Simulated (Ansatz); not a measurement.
SiSe:

```
CELL_PARAMETERS angstrom
3.59520 0.00000 0.00000
-1.79760 3.11353 0.00000
0.00000 0.00000 3.59873
ATOMIC_POSITIONS crystal
Si 0.66667 0.33333 0.50000
Se 0.00000 0.00000 0.00000
```

The cell was built by a generator and needn't be a form met in nature.

- Program: Ansatz 0.2.0
- Task: relaxation of cell and atoms
- Functional: HSEsol
- Potentials or basis: Ansatz PAW
- Cutoff: 420 eV (not typed: the program's choice for these potentials)
- k mesh: 5 × 5 × 4
- Occupations: fermi-dirac, width 0.05 eV
- Spin: no spin polarisation

At the start: volume 20.14 Å³/atom.

How do energy, volume and symmetry change on relaxing?

It ends after 5 steps and the volume is 18.92 Å³/atom (-6.1 %); space group P-6m2 (No. 187, to 0.05 Å).

Step by step:
```tsv
step	energy change (eV)	largest force (eV/Å)	volume (Å³)
1	0.0000	0.0000	40.28
2	-0.0248	0.0000	36.87
3	-0.0345	0.0000	37.93
4	-0.0346	0.0000	37.83
5	-0.0342	0.0000	37.83
```

Final structure:
```yaml
crystal:
  lattice:
    - [3.51128, 0.00000, 0.00000]
    - [-1.75564, 3.04086, 0.00000]
    - [0.00000, 0.00000, 3.54341]
  atoms:
    - { symbol: Si, position: [0.66667, 0.33333, 0.50000] }
    - { symbol: Se, position: [0.00000, 0.00000, 0.00000] }
```

Caveat: the k mesh is coarse (spacing up to 0.44 Å⁻¹), so the values aren't converged, least of all with exact exchange; the plane-wave basis is chosen anew once the cell has moved, so the energies of steps on either side of that aren't comparable; the PAW data sets come from PBE, with cores solved anew for the run's functional, which leaves a small shift of forces and pressure.
